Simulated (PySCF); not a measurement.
**The bond of BeN, level by level**

One table from this session's results is given with a row withheld; the runs are named, their logs left out.

Method: Be 6-31G(d,p), N 6-31G(d,p), no relativity; program: PySCF 2.14.0.

The first run:

The job is set up so:

| Item | Value |
| --- | --- |
| atoms | Be, N |
| charge | 0 |
| basis | Be 6-31G(d,p), N 6-31G(d,p) |
| Hamiltonian | no relativity |
| basis functions | 28 |
| electrons treated | 11 |
| masses in u | 9.0122, 14.0031 |
| levels | PBE0, PBE, r²SCAN, M06-L, M06-2X, TPSS, HSE06, HF, MP2, SCS-MP2, CCSD, CCSD(T) |
| grid | 80 radial by 434 angular points |
| occupations | held fixed by the projection of orbital angular momentum |
| dissociation limit | Be + N, each in its ground configuration |
| starting distance in angstrom | 1.615 |
| values of 2S to try | 1, 3 |

Run with:

```bash
> OMP_NUM_THREADS=1 python dia.py task.json out
```

Steps of the session up to this table: Set-up; PBE0 along the bond; Other states along the same grid; PBE (GGA); r²SCAN (meta-GGA); M06-L (meta-GGA); M06-2X (hybrid meta-GGA); TPSS; HSE06 (range-separated hybrid); UHF (mean field); Adding correlation.

One of the session's tables, all rows but one given; the rest of the session is left out.

It belongs to the step «The curves together». Energy (eV) from each level's lowest point:

| R (Å) | UHF | UHF-MP2 | UHF-SCS-MP2 | UHF-CCSD | UHF-CCSD(T) |
| --- | --- | --- | --- | --- | --- |
| 1.384 | 0.632 | 0.681 | 0.699 | n/a | n/a |
| 1.448 | 0.268 | 0.303 | 0.317 | 0.325 | 0.335 |
| 1.512 | 0.073 | 0.093 | 0.102 | 0.108 | 0.114 |
| 1.561 | 0.010 | 0.019 | 0.024 | 0.027 | 0.030 |
| 1.609 | 0.000 | 0.000 | 0.000 | 0.000 | 0.000 |
| 1.657 | 0.032 | 0.023 | 0.018 | 0.014 | 0.011 |
| 1.722 | 0.122 | 0.104 | 0.092 | 0.079 | 0.072 |
| 1.802 | ? | ? | ? | ? | ? |
| 1.899 | 0.509 | 0.505 | 0.473 | 0.404 | 0.387 |
| 2.027 | 0.784 | 0.878 | 0.837 | n/a | n/a |

Q: Estimate the row for R (Å) = 1.802 from the others.

Worked estimate for «UHF». A straight line through the neighbours (1.722, 0.122) and (1.899, 0.509) gives 0.122 + (0.509 − 0.122) × (1.802 − 1.722) / (1.899 − 1.722) = 0.297; a parabola fitted to 4 rows on both sides gives 0.295.

The run gave: UHF: 0.284; UHF-MP2: 0.262; UHF-SCS-MP2: 0.241; UHF-CCSD: 0.211; UHF-CCSD(T): 0.199. In «UHF» the line misses by +0.013 and the parabola by +0.011.
